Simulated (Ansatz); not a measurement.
Run this with the Ansatz DFT code, driven from Python and show what comes out.

`run_relaxed_scan.py`:
```python
"""One bond of CH5Sn held at set lengths while the rest relaxes."""

import logging
import sys

import ansatz as az
import numpy as np

logging.basicConfig(stream=sys.stdout, format="%(levelname)s:%(name)s:%(message)s")
logger = logging.getLogger("ansatz_job")
logger.setLevel(logging.INFO)

BASIS = "def2-SVP"
FUNCTIONAL = "HF"


def main() -> None:
    molecule = (
        az.Crystal.molecule()
        .atom("C", (-0.6266, -0.5919, -0.4101))
        .atom("Sn", (0.6081, 0.4586, 0.9636))
        .atom("H", (-0.5913, -1.6423, -0.3176))
        .atom("H", (-1.6546, -0.2523, -0.2257))
        .atom("H", (-0.4012, -0.2626, -1.4748))
        .atom("H", (0.4268, 2.2075, 0.7712))
        .atom("H", (2.3001, 0.015, 0.6476))
    )

    calculation = (
        molecule.calculation()
        .basis(gaussian=BASIS)
        .functional(FUNCTIONAL)
        .spin("collinear", total=1)
    )
    symbols = [site.symbol for site in molecule.cartesian_sites]
    pairs = [(0, 1), (0, 2), (0, 3), (0, 4), (1, 5), (1, 6)]
    print("held (A)   E (eV)        ", "  ".join(f"{symbols[i]}{i}-{symbols[j]}{j}" for i, j in pairs))
    for length in [1.01, 1.1, 1.19, 1.32, 1.48]:
        summary = calculation.relax(constraints=[az.DistanceConstraint((0, 3), at=length)], force_tolerance=0.02, max_steps=60).run(threads=1, backend="cpu").report
        xyz = np.array(summary["positions_ang"])
        print(f"{length:6.2f} {summary['free_energy_ev']:14.5f}  ", "  ".join(f"{np.linalg.norm(xyz[i] - xyz[j]):.3f}" for i, j in pairs))


if __name__ == "__main__":
    main()
```

```console
$ python run_relaxed_scan.py
held (A)   E (eV)         C0-Sn1  C0-H2  C0-H3  C0-H4  Sn1-H5  Sn1-H6
DeckWarning: relax.constraints: the input's atoms, or those drawn, lie off the distances that are held; a relaxation that starts there is brought onto them ahead of its first SCF, by positions alone, [...]
  1.01    -6912.89303   2.176  1.090  1.010  1.091  1.721  1.721
  1.10    -6913.02611   2.174  1.090  1.100  1.091  1.721  1.721
  1.19    -6912.87664   2.172  1.089  1.190  1.090  1.720  1.721
  1.32    -6912.39230   2.169  1.089  1.320  1.090  1.719  1.721
  1.48    -6911.61466   2.165  1.087  1.480  1.088  1.718  1.722
```
(Warnings from the package without file and line, shortened, repeats left out.)

Total energies depend on the basis set; only differences at equal settings carry meaning. The energies are electronic: no zero-point or thermal terms, and the basis set is short of its limit. def2 sets replace the cores of elements past krypton by effective core potentials. The run takes the species as open-shell (spin multiplicity 2), which needn't be its ground state. Finished in 33 s on 1 thread of Arm Neoverse V2, on a shared host, peak memory 0.21 GiB.
